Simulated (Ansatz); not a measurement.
Predict the output of the script below (Ansatz's Python interface).

`md_gah2.py`
```python
# -*- coding: utf-8 -*-
"""Molecular dynamics of one GaH2 molecule."""

import ansatz as az
import numpy as np

BASIS_SET = "def2-SVP"
XC = "pbe"
N_STEPS = 20
TEMPERATURE_K = 800

mol = (
    az.Crystal.molecule()
    .atom("Ga", (-0.1194, 0.0434, -0.069))
    .atom("H", (0.5453, 1.1685, 0.4281))
    .atom("H", (-0.4368, -1.2767, -0.3723))
)

base = (
    mol.calculation()
    .basis(gaussian=BASIS_SET)
    .functional(XC)
    .spin("collinear", total=1)
)
symbols = [site.symbol for site in mol.cartesian_sites]
start = np.array([site.position_ang for site in mol.cartesian_sites], dtype=float)
data = base.relax(force_tolerance=0.02).run().report
end = np.array(data["positions_ang"])
minimum = az.Crystal.molecule()
for symbol, place in zip(symbols, end):
    minimum = minimum.atom(symbol, place.tolist())

# dynamics from the relaxed geometry
base = minimum.calculation()
base = base.basis(gaussian=BASIS_SET).functional(XC)
base = base.spin("collinear", total=1)
base = base.md("nve", timestep=0.25, steps=N_STEPS, temperature=TEMPERATURE_K, initial_velocities="maxwell_boltzmann", seed=36)
frames = []
out = base.session().plan().execute(on_event=lambda e: frames.append(e["data"]) if e["event"] == "md_step" else None)
print("t (fs)   E_pot (eV)      E_kin (eV)   T (K)   d(0-1) (A)")
for f in frames[::2]:
    xyz = np.array(f["positions_ang"])
    print(f"{f['time_fs']:6.2f} {f['lagrangian_ev']:14.5f} {f['e_kin_ev']:10.5f} {f['temperature_k']:8.1f} {np.linalg.norm(xyz[0] - xyz[1]):9.4f}")
kept = np.array([f["conserved_ev"] for f in frames])
print(f"conserved energy moves by at most {1000 * np.ptp(kept):.3f} meV")
```

```console
$ python md_gah2.py
t (fs)   E_pot (eV)      E_kin (eV)   T (K)   d(0-1) (A)
  0.00   -52393.86065    0.10341    800.0    1.6140
  0.50   -52393.85804    0.10080    779.8    1.5920
  1.00   -52393.84972    0.09248    715.4    1.5705
  1.50   -52393.83618    0.07896    610.9    1.5503
  2.00   -52393.81881    0.06163    476.8    1.5321
  2.50   -52393.79978    0.04264    329.9    1.5165
  3.00   -52393.78182    0.02472    191.2    1.5042
  3.50   -52393.76776    0.01070     82.7    1.4956
  4.00   -52393.75997    0.00293     22.6    1.4911
  4.50   -52393.75980    0.00276     21.3    1.4910
  5.00   -52393.76726    0.01020     78.9    1.4952
conserved energy moves by at most 0.204 meV
```

Total energies depend on the basis set; only differences at equal settings carry meaning. The trajectory is only some femtoseconds long, so its temperature is not equilibrated; where the script doesn't relax first, it starts from a rough generated geometry. The species is open-shell (spin multiplicity 2). The temperature counts the internal degrees of freedom alone. Timing: 25 s on 1 thread of Intel(R) Xeon(R) Platinum 8488C (Sapphire Rapids), on a shared host, peak memory 0.18 GiB.

(A comment or docstring line of the script was reworded after the run, the code is as it ran; lines on the test bed's own set-up are left out of the output.)
